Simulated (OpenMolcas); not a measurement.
# Nb³⁺ with 6 ligands (water): CASSCF and CASPT2 levels and susceptibility

Which state of Nb³⁺ lies lowest among these ligands, how large is the field, and what χT follows?

Program: OpenMolcas 26.06. Level of theory: state-averaged CASSCF and CASPT2, spin-orbit coupling by RASSI with atomic mean-field integrals. These are calculated values, not measurements, unless marked.

## (1) The atom as given

| Quantity | Value |
| --- | --- |
| Species | Nb³⁺ (niobium, Z = 41, 38 electrons) |
| Basis | ANO-RCC-VDZP [6s5p3d1f], 175 functions with the ligands |
| Scalar Hamiltonian | DKH2, point nucleus |
| Inactive shells | 1s 2s 2p 3s 3p 3d 4s 4p of the metal, and all ligand shells |
| Active space | 2 electrons in 5 orbitals (4d) |
| Some configurations of this space | 4d2 |
| Orbitals | optimised for each spin and parity, averaged over all roots |

Outer shells as boxes (Hund's rule):

4d2
```
4d [↑ ][↑ ][  ][  ][  ]
```

Nb³⁺ is taken with 6 ligands (water, chloride on the axis) in tetragonal octahedron coordination (D2h) at 2.08 Å, the axial distance 2.479 Å. Ligand basis ANO-RCC-VDZP. The distances are assumed, not relaxed.

```xyz
15

Nb    0.0000    0.0000    0.0000
O     2.0800    0.0000    0.0000
H     2.6570    0.7797    0.0000
H     2.6570   -0.7797    0.0000
O     0.0000    2.0800    0.0000
H     0.0000    2.6570    0.7797
H     0.0000    2.6570   -0.7797
O    -2.0800    0.0000    0.0000
H    -2.6570    0.7797    0.0000
H    -2.6570   -0.7797    0.0000
O     0.0000   -2.0800    0.0000
H     0.0000   -2.6570    0.7797
H     0.0000   -2.6570   -0.7797
Cl    0.0000    0.0000    2.4794
Cl    0.0000    0.0000   -2.4794
```

The work runs as a chain of OpenMolcas steps in one folder; each step below is one input file. Labels, J, g values, rates, χT and fits are worked out afterwards by a script from the matrices that RASSI stores.

## (2) Basis and integrals

a.inp

```
&GATEWAY
Coord
15

Nb 0.0 0.0 0.0
O 2.080000 0.000000 0.000000
H 2.656978 0.779741 0.000000
H 2.656978 -0.779741 0.000000
O 0.000000 2.080000 0.000000
H 0.000000 2.656978 0.779741
H 0.000000 2.656978 -0.779741
O -2.080000 0.000000 0.000000
H -2.656978 0.779741 0.000000
H -2.656978 -0.779741 0.000000
O 0.000000 -2.080000 0.000000
H 0.000000 -2.656978 0.779741
H 0.000000 -2.656978 -0.779741
Cl 0.000000 0.000000 2.479360
Cl 0.000000 0.000000 -2.479360
Basis=Nb.ANO-RCC-VDZP,Cl.ANO-RCC-VDZP,H.ANO-RCC-VDZP,O.ANO-RCC-VDZP
Group=XYZ
NoMove
AngMom=0.0 0.0 0.0
AMFI
RICD
&SEWARD
```

Command:

```console
$ OMP_NUM_THREADS=1 MOLCAS_MEM=2457 MOLCAS_PROJECT=a pymolcas a.inp > a.log
```

## (3) Reference wave functions, triplets of even parity, 10 roots

a.inp

```
&RASSCF
FileOrb=start.orb
Symmetry=1
Spin=3
nActEl=2 0 0
Inactive=28 28
Ras2=5 0
CIRoot=10 10 1
SDav=10
CIMx=300
Iter=150 100
PrWF=0.3
OrbListing=Nothing
MaxOrb=0
LevShft=1.0
>>> COPY $Project.JobIph JOB001
```

start.orb holds start orbitals that the driver prepared beforehand, or those of the step before.

## (4) Reference wave functions, singlets of even parity, 15 roots

a.inp

```
&RASSCF
FileOrb=start.orb
Symmetry=1
Spin=1
nActEl=2 0 0
Inactive=28 28
Ras2=5 0
CIRoot=15 15 1
SDav=15
CIMx=300
Iter=150 100
PrWF=0.3
OrbListing=Nothing
MaxOrb=0
LevShft=1.0
>>> COPY $Project.JobIph JOB002
```

## (5) RASSI: spin-orbit coupling between the states

a.inp

```
&RASSI
NrOfJobIphs=2 10 15
1 2 3 4 5 6 7 8 9 10
1 2 3 4 5 6 7 8 9 10 11 12 13 14 15
IphNames
JOB001
JOB002
EJob
SpinOrbit
DIPRint=1.0
SOCoupling=1000.0
Subsets=2
Property=9
'ANGMOM' 1 'ANGMOM' 2 'ANGMOM' 3 'MLTPL  1' 1 'MLTPL  1' 2 'MLTPL  1' 3
'AMFI' 1 'AMFI' 2 'AMFI' 3
SOProperty=3
'ANGMOM' 1 'ANGMOM' 2 'ANGMOM' 3
```

## (6) CASPT2: IPEA 0.25, imaginary shift 0.1 (closed shells correlated: 4s 4p of the metal, with ligand shells; the Frozen line counts the rest)

a.inp

```
>>> COPY JOB001 $Project.JobIph
&CASPT2
Multistate=10 1 2 3 4 5 6 7 8 9 10
NoMult
Frozen=15 13
IPEA=0.25
Imaginary=0.1
MaxIter=60
WThr=0.0 0.3 0.05
PrWF=0.5
NoMix
>>> COPY JOB002 $Project.JobIph
&CASPT2
Multistate=15 1 2 3 4 5 6 7 8 9 10 11 12 13 14 15
NoMult
Frozen=15 13
IPEA=0.25
Imaginary=0.1
MaxIter=60
WThr=0.0 0.3 0.05
PrWF=0.5
NoMix
```

## (7) CASPT2: IPEA 0.5, imaginary shift 0.1 (closed shells correlated: 4s 4p of the metal, with ligand shells; the Frozen line counts the rest)

a.inp: that of step 6 with these lines changed.

```diff
@@ -5,3 +5,3 @@
 Frozen=15 13
-IPEA=0.25
+IPEA=0.5
 Imaginary=0.1
@@ -16,3 +16,3 @@
 Frozen=15 13
-IPEA=0.25
+IPEA=0.5
 Imaginary=0.1
```

(Steps that only read results are left out.)

**Question.** What will these runs give? Wanted: spin-free ground state; first state of the same spin within the active space; lowest level; next level.

**Answer**, as computed:

```
                                            quantity                                                                                                                                          value
                                              method  SS-CASPT2, IPEA 0.25, imaginary shift 0.1 (closed shells correlated: 4s 4p of the metal, with ligand shells; the Frozen line counts the rest)
                              spin-free ground state                                                                                                            triplet, 1-fold in its orbital part
first state of the same spin within the active space                                                                                                                           triplet at 4140 cm⁻¹
                                        lowest level                                                                                                                                         1-fold
                                          next level                                                                                                                                      39.5 cm⁻¹
                                         χT at 300 K                                                                                                                                 0.88 cm³ K/mol
                           effective moment at 300 K                                                                                                                                        2.66 μB
```

Cost by method:

```csv
method,time of its own steps,time with the reference
A. CASSCF,42 s,42 s
"B. SS-CASPT2, IPEA 0.25, imaginary shift 0.1, +4s 4p",2.1 min,2.7 min
"C. SS-CASPT2, IPEA 0.5, imaginary shift 0.1, +4s 4p",2 min,2.7 min
```

Times are of one thread on a shared host.

What this shows: The spin-free ground state (triplet) is 1-fold and keeps the highest spin of the shell. χT at 300 K is 0.88, against 1.00 cm³ K/mol for the spin alone, so spin-orbit coupling lowers it.
